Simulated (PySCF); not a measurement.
# aluminum fluoride (AlF₃): electronic excitations and core binding energies

Aim: predict the electronic excitations and core binding energies of aluminum fluoride (AlF₃) (`[F][Al]([F])[F]`).

Programs: PySCF 2.14.0, with density-fitted response routines of our own. Each step states its level of theory. These are calculated values for one molecule in the gas phase, unless marked as measured. Atoms are numbered from 0 throughout.

### 1 The starting structure

4 atoms, charge 0, multiplicity 1; geometry from: GFN2-xTB.

Bonds of the start (Å): F0–Al1 1.63, Al1–F2 1.63, Al1–F3 1.63.

### 2 TDDFT and polarisability: CAM-B3LYP/def2-SVPD

What the job is given:

```
{"job": {"kind": "uv", "xc": "CAM-B3LYP", "basis": "def2-SVPD", "nstates": 8, "ntriplets": 3}, "charge": 0, "multiplicity": 1}
F     -0.891329    -1.363183    -0.005208
Al     0.002684     0.001139    -0.005720
F      1.631338    -0.090502    -0.000755
F     -0.732460     1.457320    -0.011171
```

Method: TDDFT CAM-B3LYP/def2-SVPD, vertical, gas phase, core orbitals frozen in the response.

Output:

```text
coarse grid: 4888 points
cycle   1  E = -541.6334382520  dE =  6.098e-02  |g| = 8.760e-01  |ddm| = 2.148e+00
cycle   2  E = -541.5433458800  dE =  9.009e-02  |g| = 1.212e+00  |ddm| = 1.313e+00
cycle   3  E = -541.7692908002  dE = -2.259e-01  |g| = 2.741e-02  |ddm| = 6.743e-01
cycle   4  E = -541.7694441606  dE = -1.534e-04  |g| = 5.217e-03  |ddm| = 2.985e-02
cycle   5  E = -541.7694558659  dE = -1.171e-05  |g| = 7.299e-04  |ddm| = 8.622e-03
cycle   6  E = -541.7694561785  dE = -3.126e-07  |g| = 5.735e-04  |ddm| = 2.097e-03
final grid: 46704 points
cycle   7  E = -541.8379127644  dE = -1.503e-05  |g| = 4.112e-03  |ddm| = 1.147e-02
cycle   8  E = -541.8379113089  dE =  1.455e-06  |g| = 5.307e-03  |ddm| = 4.669e-03
cycle   9  E = -541.8379155295  dE = -4.221e-06  |g| = 1.087e-04  |ddm| = 2.736e-03
cycle  10  E = -541.8379155340  dE = -4.509e-09  |g| = 4.929e-05  |ddm| = 1.459e-04
cycle  11  E = -541.8379155344  dE = -4.247e-10  |g| = 2.917e-05  |ddm| = 6.113e-05
converged SCF energy = -541.8379155344

Static polarisability (au): isotropic 20.189, principal 18.643 20.960 20.963

Singlet excitations
state   eV       nm        f      main configurations
  1   8.6247    143.8   0.00000   H->L 0.95
  2   9.1095    136.1   0.00000   H-1->L 0.94
  3   9.1104    136.1   0.00000   H-2->L 0.94
  4   9.4308    131.5   0.07827   H-3->L 0.92
  5   9.4314    131.5   0.07828   H-4->L 0.92
  6   9.9322    124.8   0.18119   H-5->L 0.95
  7  10.0895    122.9   0.00000   H->L+1 0.98
  8  10.3551    119.7   0.01609   H-6->L 0.79, H-1->L+1 0.12

Triplet excitations (Tamm-Dancoff, eV): 8.3719 8.8076 8.8084
```

It took 3.8 s on 1 thread, shared host.

Frontier orbitals and where they lie:

| orbital | eV | atoms |
| --- | --- | --- |
| HOMO−3 | -14.23 | F3 42 %, F2 38 %, F0 11 % |
| HOMO−2 | -14.01 | F2 49 %, F0 45 %, Al1 6 % |
| HOMO−1 | -14.01 | F3 63 %, F0 18 %, F2 14 % |
| HOMO | -13.51 | F3 33 %, F0 33 %, F2 33 % |
| LUMO | -0.99 | Al1 74 %, F2 9 %, F0 9 % |
| LUMO+1 | 0.65 | Al1 56 %, F2 15 %, F0 15 % |
| LUMO+2 | 1.91 | Al1 70 %, F2 10 %, F0 10 % |

With each of the 8 states as a Gaussian band of 0.4 eV half-width at 1/e, the curve within the window shown has maxima at 127 nm (ε 9,400) L/(mol cm). Beyond the last state computed it falls off for lack of states. The curve at chosen wavelengths:

nm, ε (L/mol/cm) and a bar:
```
      116        652 ##
      118       1765 ######
      119       2679 #########
      121       5145 ################
      122       6478 #####################
      124       8564 ###########################
      125       9123 #############################
      127       9371 ##############################
      128       9215 #############################
      130       8518 ###########################
      131       7938 #########################
      133       6253 ####################
      134       5224 #################
      136       3183 ##########
      137       2318 #######
      139       1072 ###
      140        683 ##
      142        244 #
      143        138 
      145         39 
      146         20 
      148          5 
      149          2 
      151          0 
      152          0 
      154          0
```

Ground-state properties from the same run:

| property | computed |
| --- | --- |
| dipole moment (D) | 0.00 |
| polarisability (Å³) | 2.99 |
| HOMO–LUMO gap (eV) | 12.52 |
| −ε(HOMO) (eV) | 13.51 |

### 3 X-ray photoelectron lines: SCAN, X2C

What the job is given:

```
{"job": {"kind": "xps"}, "charge": 0, "multiplicity": 1}
F     -0.891329    -1.363183    -0.005208
Al     0.002684     0.001139    -0.005720
F      1.631338    -0.090502    -0.000755
F     -0.732460     1.457320    -0.011171
```

With the program's defaults for keys left out, this is: delta-SCF UKS SCAN, pcX-2 on the ionised atom, pcseg-1 elsewhere, spin-free X2C.

Output:

```text
ground state, core basis on atom 0 (F), 91 functions
  cycle   1  E = -542.58943168  |g| = 1.03e+00
  cycle   2  E = -542.13367749  |g| = 2.02e+00
  cycle   3  E = -542.75527050  |g| = 6.42e-02
  cycle   4  E = -542.75508368  |g| = 7.84e-02
  cycle   5  E = -542.75591860  |g| = 5.94e-03
  cycle   6  E = -542.75592562  |g| = 8.65e-04
  cycle   7  E = -542.75592424  |g| = 1.71e-04
  E(ground) = -542.77044874 Eh
hole in F 1s of atom 0
  cycle   1  E = -516.40834642  |g| = 2.58e+00
  cycle   2  E = -516.48743956  |g| = 2.05e+00
  cycle   3  E = -517.25029287  |g| = 3.29e-01
  cycle   4  E = -517.23727448  |g| = 3.56e-01
  cycle   5  E = -517.27876290  |g| = 2.13e-02
  cycle   6  E = -517.27891504  |g| = 4.13e-03
  cycle   7  E = -517.27891899  |g| = 2.85e-03
  cycle   8  E = -517.27892097  |g| = 1.22e-03
  cycle   9  E = -517.27892129  |g| = 1.15e-04
  E(ion) = -517.30077010 Eh   <S^2> = 0.7564   hole on atom = 1.000   binding energy = 693.065 eV
ground state, core basis on atom 1 (Al), 102 functions
  cycle   1  E = -542.80074145  |g| = 2.66e-01
  cycle   2  E = -542.79821990  |g| = 1.76e-01
  cycle   3  E = -542.79999621  |g| = 1.32e-01
  cycle   4  E = -542.80267896  |g| = 1.57e-02
  cycle   5  E = -542.80270210  |g| = 4.50e-03
  cycle   6  E = -542.80270398  |g| = 3.40e-04
  E(ground) = -542.77833947 Eh
hole in Al 1s of atom 1
  cycle   1  E = -484.15295534  |g| = 3.97e+00
  cycle   2  E = -484.48170782  |g| = 1.95e+00
  cycle   3  E = -484.69608200  |g| = 1.07e+00
  cycle   4  E = -485.06815026  |g| = 2.56e-01
  cycle   5  E = -485.08660923  |g| = 2.49e-02
  cycle   6  E = -485.08680788  |g| = 5.88e-03
  cycle   7  E = -485.08681622  |g| = 3.94e-03
  cycle   8  E = -485.08681989  |g| = 1.28e-03
  cycle   9  E = -485.08682066  |g| = 4.84e-05
  E(ion) = -485.06906827 Eh   <S^2> = 0.7516   hole on atom = 1.000   binding energy = 1570.349 eV
hole in Al 2p of atom 1
  cycle   1  E = -539.48846426  |g| = 1.06e+00
  cycle   2  E = -539.48394334  |g| = 9.31e-01
  cycle   3  E = -539.62835054  |g| = 4.98e-01
  cycle   4  E = -539.70822279  |g| = 4.38e-02
  cycle   5  E = -539.70856881  |g| = 1.14e-02
  cycle   6  E = -539.70861790  |g| = 2.48e-03
  cycle   7  E = -539.70861731  |g| = 2.48e-03
  cycle   8  E = -539.70861951  |g| = 9.79e-05
  E(ion) = -539.69498094 Eh   <S^2> = 0.7517   hole on atom = 1.004   binding energy = 83.902 eV
  2p3/2 = 83.497 eV   2p1/2 = 84.023 eV
```

Run time: 3.7 s. Hardware: 1 thread, shared host.

The holes in one table. −ε is the ground-state orbital energy:

| hole | stands for | environment | ΔSCF (eV; 2p as the shell's mean) | −ε (eV) | ⟨S²⟩ |
| --- | --- | --- | --- | --- | --- |
| F1s on F0 | F0, F2, F3 | fluorine bonded to Al | 693.07 | 666.5 | 0.756 |
| Al1s on Al1 | Al1 | aluminium bonded to 3 F | 1570.35 | 1519.9 | 0.752 |
| Al2p on Al1 | Al1 | aluminium bonded to 3 F | 83.67 | 72.4 | 0.752 |

Each hole run stands for the others of its class of like atoms.

With the spin-orbit splitting: Al1 2p3/2 83.50, 2p1/2 84.02 eV. The table gives each 2p level as the mean over the whole 2p shell (two parts 2p3/2, one part 2p1/2), which differs a little from the single hole in the log.

### 4 Summary of results

```
                                quantity                        value
    lowest singlet (CAM-B3LYP/def2-SVPD)  8.62 eV (144 nm), f = 0.000
brightest single state of those computed  state 6, 9.93 eV, f = 0.181
                          lowest triplet                      8.37 eV
        F1s binding energies, SCAN/pcX-2                 F0 693.07 eV
       Al1s binding energies, SCAN/pcX-2               Al1 1570.35 eV
       Al2p binding energies, SCAN/pcX-2                 Al1 83.67 eV
```

**Reading.** The lowest singlet, at 8.62 eV, is HOMO→LUMO 0.95 and is dark; of the 8 states computed, the strongest absorption comes from state 6 at 9.93 eV. The lowest triplet lies 0.25 eV below the lowest singlet (triplets in Tamm-Dancoff, singlets in full TDDFT).
